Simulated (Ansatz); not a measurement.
# B27N26 (Qingsongite): the cost of one run

Computed with Ansatz 0.2.0 (DFT, PBE, plane-wave PAW, default files, scalar-relativistic, as far as a step names no other, unless a step's input says otherwise).

### Step 1. The system as given

Symmetry: F-43m, No. 216, cubic system. Conventional cell: a = 10.845 Å, b = 10.845 Å, c = 10.845 Å, α = 90.00°, β = 90.00°, γ = 90.00°. B (site symmetry 3m) has 3 N at 1.57 Å as nearest neighbours. B (site symmetry 2mm) is surrounded by 4 N at 1.57 Å. Around B (site symmetry m) lie 4 N at 1.57 Å. Around B (site symmetry -43m) lie 4 N at 1.57 Å. Around B (site symmetry 3m) lie 4 N at 1.57 Å. N (site symmetry m) has 4 B at 1.57 Å as nearest neighbours. Around N (site symmetry 3m) lie 4 B at 1.57 Å. Only part of the 9 independent sites is listed.

Structure file:

```cif
data_structure
_symmetry_space_group_name_H-M 'P 1'
_symmetry_Int_Tables_number 1
_cell_length_a 7.6686
_cell_length_b 7.6686
_cell_length_c 7.6686
_cell_angle_alpha 60.000
_cell_angle_beta 60.000
_cell_angle_gamma 60.000
_cell_volume 318.88
loop_
_atom_site_label
_atom_site_type_symbol
_atom_site_fract_x
_atom_site_fract_y
_atom_site_fract_z
_atom_site_occupancy
B1 B 0.00000 0.00000 0.00000 1
B2 B 0.00000 0.00000 0.33333 1
B3 B 0.00000 0.00000 0.66667 1
B4 B 0.00000 0.33333 0.00000 1
B5 B 0.00000 0.33333 0.33333 1
B6 B 0.00000 0.33333 0.66667 1
B7 B 0.00000 0.66667 0.00000 1
B8 B 0.00000 0.66667 0.33333 1
B9 B 0.00000 0.66667 0.66667 1
B10 B 0.33333 0.00000 0.00000 1
B11 B 0.33333 0.00000 0.33333 1
B12 B 0.33333 0.00000 0.66667 1
B13 B 0.33333 0.33333 0.00000 1
B14 B 0.33333 0.33333 0.33333 1
B15 B 0.33333 0.33333 0.66667 1
B16 B 0.33333 0.66667 0.00000 1
B17 B 0.33333 0.66667 0.33333 1
B18 B 0.33333 0.66667 0.66667 1
B19 B 0.66667 0.00000 0.00000 1
B20 B 0.66667 0.00000 0.33333 1
B21 B 0.66667 0.00000 0.66667 1
B22 B 0.66667 0.33333 0.00000 1
B23 B 0.66667 0.33333 0.33333 1
B24 B 0.66667 0.33333 0.66667 1
B25 B 0.66667 0.66667 0.00000 1
B26 B 0.66667 0.66667 0.33333 1
B27 B 0.66667 0.66667 0.66667 1
N1 N 0.08333 0.08333 0.41667 1
N2 N 0.08333 0.08333 0.75000 1
N3 N 0.08333 0.41667 0.08333 1
N4 N 0.08333 0.41667 0.41667 1
N5 N 0.08333 0.41667 0.75000 1
N6 N 0.08333 0.75000 0.08333 1
N7 N 0.08333 0.75000 0.41667 1
N8 N 0.08333 0.75000 0.75000 1
N9 N 0.41667 0.08333 0.08333 1
N10 N 0.41667 0.08333 0.41667 1
N11 N 0.41667 0.08333 0.75000 1
N12 N 0.41667 0.41667 0.08333 1
N13 N 0.41667 0.41667 0.41667 1
N14 N 0.41667 0.41667 0.75000 1
N15 N 0.41667 0.75000 0.08333 1
N16 N 0.41667 0.75000 0.41667 1
N17 N 0.41667 0.75000 0.75000 1
N18 N 0.75000 0.08333 0.08333 1
N19 N 0.75000 0.08333 0.41667 1
N20 N 0.75000 0.08333 0.75000 1
N21 N 0.75000 0.41667 0.08333 1
N22 N 0.75000 0.41667 0.41667 1
N23 N 0.75000 0.41667 0.75000 1
N24 N 0.75000 0.75000 0.08333 1
N25 N 0.75000 0.75000 0.41667 1
N26 N 0.75000 0.75000 0.75000 1
```

The vacant site is at (0.083, 0.083, 0.083) in fractional coordinates of the input's cell.

### Step 2. First run, atoms as given

input.yaml reads:

```yaml
crystal:
  lattice:
    - [0.0, 5.4225, 5.4225]
    - [5.4225, 0.0, 5.4225]
    - [5.4225, 5.4225, 0.0]
  atoms:
    - { symbol: B, position: [0.0, 0.0, 0.0], spin: 0.5 }
    - { symbol: B, position: [0.0, 0.0, 0.3333333333], spin: 0.5 }
    - { symbol: B, position: [0.0, 0.0, 0.6666666667] }
    - { symbol: B, position: [0.0, 0.3333333333, 0.0], spin: 0.5 }
    - { symbol: B, position: [0.0, 0.3333333333, 0.3333333333] }
    - { symbol: B, position: [0.0, 0.3333333333, 0.6666666667] }
    - { symbol: B, position: [0.0, 0.6666666667, 0.0] }
    - { symbol: B, position: [0.0, 0.6666666667, 0.3333333333] }
    - { symbol: B, position: [0.0, 0.6666666667, 0.6666666667] }
    - { symbol: B, position: [0.3333333333, 0.0, 0.0], spin: 0.5 }
    - { symbol: B, position: [0.3333333333, 0.0, 0.3333333333] }
    - { symbol: B, position: [0.3333333333, 0.0, 0.6666666667] }
    - { symbol: B, position: [0.3333333333, 0.3333333333, 0.0] }
    - { symbol: B, position: [0.3333333333, 0.3333333333, 0.3333333333] }
    - { symbol: B, position: [0.3333333333, 0.3333333333, 0.6666666667] }
    - { symbol: B, position: [0.3333333333, 0.6666666667, 0.0] }
    - { symbol: B, position: [0.3333333333, 0.6666666667, 0.3333333333] }
    - { symbol: B, position: [0.3333333333, 0.6666666667, 0.6666666667] }
    - { symbol: B, position: [0.6666666667, 0.0, 0.0] }
    - { symbol: B, position: [0.6666666667, 0.0, 0.3333333333] }
    - { symbol: B, position: [0.6666666667, 0.0, 0.6666666667] }
    - { symbol: B, position: [0.6666666667, 0.3333333333, 0.0] }
    - { symbol: B, position: [0.6666666667, 0.3333333333, 0.3333333333] }
    - { symbol: B, position: [0.6666666667, 0.3333333333, 0.6666666667] }
    - { symbol: B, position: [0.6666666667, 0.6666666667, 0.0] }
    - { symbol: B, position: [0.6666666667, 0.6666666667, 0.3333333333] }
    - { symbol: B, position: [0.6666666667, 0.6666666667, 0.6666666667] }
    - { symbol: "N", position: [0.0833333333, 0.0833333333, 0.4166666667] }
    - { symbol: "N", position: [0.0833333333, 0.0833333333, 0.75] }
    - { symbol: "N", position: [0.0833333333, 0.4166666667, 0.0833333333] }
    - { symbol: "N", position: [0.0833333333, 0.4166666667, 0.4166666667] }
    - { symbol: "N", position: [0.0833333333, 0.4166666667, 0.75] }
    - { symbol: "N", position: [0.0833333333, 0.75, 0.0833333333] }
    - { symbol: "N", position: [0.0833333333, 0.75, 0.4166666667] }
    - { symbol: "N", position: [0.0833333333, 0.75, 0.75] }
    - { symbol: "N", position: [0.4166666667, 0.0833333333, 0.0833333333] }
    - { symbol: "N", position: [0.4166666667, 0.0833333333, 0.4166666667] }
    - { symbol: "N", position: [0.4166666667, 0.0833333333, 0.75] }
    - { symbol: "N", position: [0.4166666667, 0.4166666667, 0.0833333333] }
    - { symbol: "N", position: [0.4166666667, 0.4166666667, 0.4166666667] }
    - { symbol: "N", position: [0.4166666667, 0.4166666667, 0.75] }
    - { symbol: "N", position: [0.4166666667, 0.75, 0.0833333333] }
    - { symbol: "N", position: [0.4166666667, 0.75, 0.4166666667] }
    - { symbol: "N", position: [0.4166666667, 0.75, 0.75] }
    - { symbol: "N", position: [0.75, 0.0833333333, 0.0833333333] }
    - { symbol: "N", position: [0.75, 0.0833333333, 0.4166666667] }
    - { symbol: "N", position: [0.75, 0.0833333333, 0.75] }
    - { symbol: "N", position: [0.75, 0.4166666667, 0.0833333333] }
    - { symbol: "N", position: [0.75, 0.4166666667, 0.4166666667] }
    - { symbol: "N", position: [0.75, 0.4166666667, 0.75] }
    - { symbol: "N", position: [0.75, 0.75, 0.0833333333] }
    - { symbol: "N", position: [0.75, 0.75, 0.4166666667] }
    - { symbol: "N", position: [0.75, 0.75, 0.75] }
magnetization:
  spin_polarized: true
total_charge: 2
kpoints:
  mp_grid: { grid: [3, 3, 3] }
scf:
  occupations: { method: fermi_dirac, width: 0.01 }
hamiltonian:
  xc: pbe
  pseudopotentials: { kind: paw }
output:
  forces: true
  stress: true
  populations: true
  efg:
    quadrupole_moments_barn: { B: 0.04059, "N": 0.02044 }
    contact_densities: true
```

Command:

```
$ ansatz run input.yaml --threads 1 --pin off --max-ram 3072MiB --backend cpu --events-out ev --progress --plain --runs-dir out
```

Q: Estimate wall time and peak memory on 1 thread of Intel Xeon Platinum 8259CL at 2.50GHz (Skylake/Cascade Lake), shared host.

About 1.8 min, with a peak of 0.99 GiB.
